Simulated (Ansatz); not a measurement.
# SrW2: a trial structure relaxed

The task: take a trial cell of SrW2 to zero force and stress.

Method: DFT PBE, scalar-relativistic, plane waves, PAW, in Ansatz 0.2.0.

### 1 The system as given

The structure is trigonal, space group P-3m1 (No. 164). The conventional cell has a = 3.645 Å, b = 3.645 Å, c = 7.756 Å, α = 90.00°, β = 90.00°, γ = 120.00°. Sr (site symmetry -3m) has 6 W at 3.56 Å and 6 Sr at 3.65 Å as nearest neighbours. Around W (site symmetry 3m) lie 3 W at 2.91 Å.

Structure file:

```
CELL_PARAMETERS angstrom
3.64548 0.00000 0.00000
-1.82274 3.15708 0.00000
0.00000 0.00000 7.75605
ATOMIC_POSITIONS crystal
Sr 0.00000 0.00000 0.50000
W 0.33333 0.66667 0.87075
W 0.66667 0.33333 0.12925
```

A structure generator made this guess: close-packed layers stacked ABC|A (P-3m1, No. 164). Lengths come from tabulated atomic sizes and are only a guess.

### 2 The guess as it stands, on a coarse mesh

input.yaml reads:

```yaml
crystal:
  lattice:
    - [3.64548177, 0.0, 0.0]
    - [-1.82274088, 3.15707982, 0.0]
    - [0.0, 0.0, 7.75605395]
  atoms:
    - { symbol: Sr, position: [0.0, 0.0, 0.5] }
    - { symbol: W, position: [0.33333333, 0.66666667, 0.87074516] }
    - { symbol: W, position: [0.66666667, 0.33333333, 0.12925484] }
basis:
  ecutwfc: 420
kpoints:
  mp_grid: { grid: [6, 6, 2] }
hamiltonian:
  xc: pbe
scf:
  occupations: { method: gaussian, width: 0.1 }
  lower_state_search: "off"
output:
  forces: true
  stress: true
  eigenvalues: true
```

On the command line:

```console
ansatz run input.yaml --threads 1 --pin off --max-ram 2048MiB --backend cpu --events-out ev --progress --plain --runs-dir out
```

The session goes on with these runs: rough relaxation on the coarse mesh; relaxation on the finer mesh.

Before running it: what results should come out? Wanted: conventional cell; volume; energy over the elements; gap on the mesh.

As calculated:

```
                              quantity                                                                       value
symmetry at the end (tolerance 0.05 Å)                                                 space group P-3m1 (No. 164)
                     conventional cell  a = 3.269 Å, b = 3.269 Å, c = 7.451 Å, α = 90.00°, β = 90.00°, γ = 120.00°
                                volume                                                               22.98 Å³/atom
              energy over the elements                                                               +1.08 eV/atom
                       gap on the mesh                                                                none (metal)
```

What this shows: The space group P-3m1 (No. 164) is kept, and the volume per atom shrinks by 22.8 % from the first guess. The formation energy is positive, so the separate elements lie lower. No finished test with a distortion of lower symmetry is shown, so the end may be a saddle point. The runs treat W without spin-orbit coupling.
